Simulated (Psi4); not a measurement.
**HF/def2-SVP run of C2F6O (SMILES FC(F)(F)OC(F)(F)F)**

Aim: the vertical ionisation energy of C2F6O at HF/def2-SVP, from 2 runs. 

The calculation is run with Psi4 1.11.

## Step 1: The system as given

C2F6O has 9 atoms, charge 0, and is taken as a singlet. As SMILES, `FC(F)(F)OC(F)(F)F`. The shape is that of a PBE0-D4/def2-TZVP optimisation.

Bond lengths: F1–C2 1.316 Å, C2–F3 1.325 Å, C2–F4 1.324 Å, C2–O5 1.371 Å, O5–C6 1.371 Å, C6–F7 1.316 Å, C6–F8 1.324 Å, C6–F9 1.325 Å. Some angles: F1–C2–F3 109.4°, F1–C2–F4 108.9°, F1–C2–O5 106.5°, F3–C2–F4 108.3°, F3–C2–O5 112.3°, F4–C2–O5 111.4°, C2–O5–C6 120.1°, O5–C6–F7 106.5°, O5–C6–F8 111.4°, O5–C6–F9 112.3°.

## Step 2: Energy and gradient at HF/def2-SVP

c2f6o.xyz reads:

```xyz
9
C2F6O
F      2.076690    -0.384510    -0.999750
C      0.777760    -0.429490    -0.791080
F      0.159870     0.303300    -1.706270
F      0.367380    -1.682330    -0.915040
O      0.570650     0.041580     0.479900
C     -0.682950     0.436400     0.870810
F     -0.666110     0.487120     2.186080
F     -0.980110     1.637760     0.399820
F     -1.623170    -0.409820     0.475530
```

job.py reads:

```python
import psi4

psi4.set_memory('2200 MB')
psi4.set_num_threads(1)
psi4.core.set_output_file('run.log', False)

with open('c2f6o.xyz') as f:
    atoms = ''.join(f.readlines()[2:])
mol = psi4.geometry('0 1\n' + atoms + 'symmetry c1\nno_reorient\nno_com')

psi4.set_options({
    'basis': 'def2-SVP',
    'reference': 'rhf',
    'puream': True,
    'e_convergence': 1e-09,
    'd_convergence': 1e-08,
    'scf_type': 'pk',
})

E, wfn = psi4.gradient('scf', return_wfn=True)
psi4.oeprop(wfn, 'DIPOLE', 'QUADRUPOLE', 'MULLIKEN_CHARGES')
print('gradient / Eh bohr^-1')
print(E.np.round(6))
print(f'energy = {wfn.energy():.10f} Eh')
```

Launch:

```bash
$ python job.py
```

run.log:

```text
[...]
  Running in c1 symmetry.
[...]
  Nuclear repulsion =  565.577163654716742
[...]
  Multiplicity = 1
[...]
  Nalpha       = 37
  Nbeta        = 37
[...]
    Number of basis functions: 126
[...]
   @RHF iter   1:  -746.39852766096794   -3.54271e-01   6.56417e-03 ADIIS/DIIS
[...]
   @RHF iter  11:  -746.66468978414400   -1.28466e-11   6.06647e-09 DIIS
[...]
  @RHF Final Energy:  -746.66468978414400
   => Energetics <=
    Nuclear Repulsion Energy =            565.5771636547167418
    One-Electron Energy =               -2163.6973392170939405
    Two-Electron Energy =                 851.4554857782331965
    Total Energy =                       -746.6646897841440023
[...]
  -Total Gradient:
     Atom            X                  Y                   Z
    ------   -----------------  -----------------  -----------------
       1        0.027510814879     0.001203577089    -0.002717728051
       2       -0.010646778218     0.005573770352     0.008171525033
       3       -0.012442519770     0.015332903884    -0.020723457372
       4       -0.008019080139    -0.027414226958    -0.002901803093
       5        0.022504476387     0.001638616035     0.018918997018
       6        0.006714606264    -0.005861650502    -0.011477825153
       7        0.002047862073     0.000945335713     0.027582044638
       8       -0.006529409600     0.026360721229    -0.009331671611
       9       -0.021139971874    -0.017779046846    -0.007520081406
[...]
 Multipole Moments:
 ------------------------------------------------------------------------------------
     Multipole            Electronic (a.u.)      Nuclear  (a.u.)        Total (a.u.)
 ------------------------------------------------------------------------------------
 L = 1.  Multiply by 2.5417464519 to convert [e a0] to [Debye]
 Dipole X            :          1.6033813           -1.6156969           -0.0123157
 Dipole Y            :          0.1166739           -0.1175788           -0.0009049
 Dipole Z            :          1.3485263           -1.3588832           -0.0103569
 Magnitude           :                                                    0.0161170
 L = 2.  Multiply by 1.3450342976 to convert [e a0^2] to [Debye ang]
 Quadrupole XX       :       -341.2695138          305.8353509          -35.4341629
 Quadrupole XY       :         97.5256435          -97.4736341            0.0520094
[...]
  Mulliken Charges: (a.u.)
   Center  Symbol    Alpha    Beta     Spin     Total
       1     F     4.62224  4.62224  0.00000 -0.24449
       2     C     2.48865  2.48865  0.00000  1.02270
       3     F     4.63468  4.63468  0.00000 -0.26936
       4     F     4.63126  4.63126  0.00000 -0.26253
       5     O     4.24633  4.24633  0.00000 -0.49266
       6     C     2.48865  2.48865  0.00000  1.02271
       7     F     4.62224  4.62224  0.00000 -0.24449
       8     F     4.63126  4.63126  0.00000 -0.26253
       9     F     4.63468  4.63468  0.00000 -0.26936
   Total alpha = 37.00000, Total beta = 37.00000, Total charge = -0.00000
```

The script printed:

```text
gradient / Eh bohr^-1
[[ 0.027511  0.001204 -0.002718]
 [-0.010647  0.005574  0.008172]
 [-0.012443  0.015333 -0.020723]
 [-0.008019 -0.027414 -0.002902]
 [ 0.022504  0.001639  0.018919]
 [ 0.006715 -0.005862 -0.011478]
 [ 0.002048  0.000945  0.027582]
 [-0.006529  0.026361 -0.009332]
 [-0.02114  -0.017779 -0.00752 ]]
energy = -746.6646897841 Eh
```

Wall time 13 s (1 thread of Intel Xeon Platinum 8375C at 2.90GHz (Ice Lake), shared host); peak memory 0.66 GiB.

## Step 3: The doublet cation: the energy at UHF/def2-SVP

calc.dat reads:

```
memory 2.2 GB

molecule system {
  1 2
  F
  C 1 r2
  F 2 r3 1 a3
  F 2 r4 1 a4 3 d4
  O 2 r5 1 a5 4 d5
  C 5 r6 2 a6 1 d6
  F 6 r7 5 a7 2 d7
  F 6 r8 7 a8 5 d8
  F 6 r9 7 a9 8 d9

  r2 = 1.316353
  r3 = 1.325271
  a3 = 109.37212
  r4 = 1.324155
  a4 = 108.863
  d4 = 118.15635
  r5 = 1.371201
  a5 = 106.5134
  d5 = 120.23872
  r6 = 1.371206
  a6 = 120.08309
  d6 = 163.3939
  r7 = 1.316355
  a7 = 106.51393
  d7 = 163.3853
  r8 = 1.324161
  a8 = 108.8632
  d8 = -120.23865
  r9 = 1.325273
  a9 = 109.37174
  d9 = -118.15587
  symmetry c1
  no_reorient
  no_com
}

set globals {
  reference uhf
  puream true
  e_convergence 1e-09
  d_convergence 1e-08
  scf_type pk
  maxiter 100
}

E, wfn = energy("scf/def2-SVP", return_wfn=True)
oeprop(wfn, "WIBERG_LOWDIN_INDICES", "LOWDIN_CHARGES", "QUADRUPOLE", title="SCF")
```

Launch:

```bash
$ psi4 calc.dat calc.out -n 1
```

calc.out:

```text
[...]
  Running in c1 symmetry.
[...]
  Nuclear repulsion =  565.577128226668606
[...]
  Multiplicity = 2
[...]
  Nalpha       = 37
  Nbeta        = 36
[...]
    Number of basis functions: 126
[...]
   @UHF iter   1:  -745.77603566638174    2.68220e-01   7.35032e-03 DIIS/ADIIS
[...]
   @UHF iter  16:  -746.15586357442135   -7.84439e-12   8.66265e-09 DIIS
[...]
   @S^2 Observed:                7.583435859E-01
[...]
    Orbital Energies [Eh]
    ---------------------
    Alpha Occupied:
       1A    -26.630291     2A    -26.630233     3A    -26.629798
       4A    -26.629748     5A    -26.613372     6A    -26.613352
       7A    -21.181088     8A    -11.889738     9A    -11.889737
      10A     -2.076782    11A     -2.014250    12A     -1.930513
      13A     -1.914088    14A     -1.909377    15A     -1.903936
      16A     -1.902473    17A     -1.416886    18A     -1.258561
      19A     -1.245774    20A     -1.189025    21A     -1.187468
      22A     -1.122198    23A     -1.110898    24A     -1.090262
      25A     -1.081515    26A     -1.014096    27A     -1.000384
      28A     -0.990320    29A     -0.986744    30A     -0.978086
      31A     -0.961924    32A     -0.949427    33A     -0.949253
      34A     -0.943567    35A     -0.936388    36A     -0.927695
[...]
  @UHF Final Energy:  -746.15586357442135
   => Energetics <=
    Nuclear Repulsion Energy =            565.5771282266686057
    One-Electron Energy =               -2143.7749897278463322
    Two-Electron Energy =                 832.0419979267562667
    Total Energy =                       -746.1558635744213461
  UHF NO Occupations:
  HONO-2 :   35  A 1.9990819
  HONO-1 :   36  A 1.9979796
[...]
 Multipole Moments:
 ------------------------------------------------------------------------------------
     Multipole            Electronic (a.u.)      Nuclear  (a.u.)        Total (a.u.)
 ------------------------------------------------------------------------------------
 L = 1.  Multiply by 2.5417464519 to convert [e a0] to [Debye]
 Dipole X            :          0.0146888           -0.3404847           -0.3257959
 Dipole Y            :         -0.0179605            0.4161673            0.3982068
 Dipole Z            :          0.0200678           -0.4649380           -0.4448701
 Magnitude           :                                                    0.6801625
 L = 2.  Multiply by 1.3450342976 to convert [e a0^2] to [Debye ang]
 Quadrupole XX       :       -369.0885869          338.3698281          -30.7187588
 Quadrupole XY       :         66.5098015          -66.8971583           -0.3873568
[...]
```

Wall time 7.2 s (1 thread of Intel Xeon Platinum 8375C at 2.90GHz (Ice Lake), shared host); peak memory 0.67 GiB.

## Step 4: Summary of results

Level: HF/def2-SVP.

```
                                          quantity          value
                       singlet C2F6O: total energy  -746.66469 Eh
                      singlet C2F6O: dipole moment         0.04 D
                        singlet C2F6O: HOMO energy      -16.81 eV
                        singlet C2F6O: LUMO energy        9.09 eV
                      singlet C2F6O: HOMO–LUMO gap       25.90 eV
           singlet C2F6O: largest force on an atom     1.514 eV/Å
                      doublet cation: total energy  -746.15586 Eh
doublet cation: HOMO energy (highest over α and β)      -25.18 eV
 doublet cation: LUMO energy (lowest over α and β)      -11.09 eV
                              doublet cation: ⟨S²⟩          0.758
vertical ionisation energy (to the doublet cation)      13.846 eV
```

**Reading.** Removing an electron at fixed nuclei costs 13.85 eV (319 kcal/mol). The largest force (singlet C2F6O) is 1.51 eV/Å: the shape isn't a stationary point for this species at this level. The negative HOMO energy of the first species, 16.81 eV, lies 2.96 eV above that difference. Mulliken charges (singlet C2F6O) run from -0.49 on O5 to +1.02 on C6.
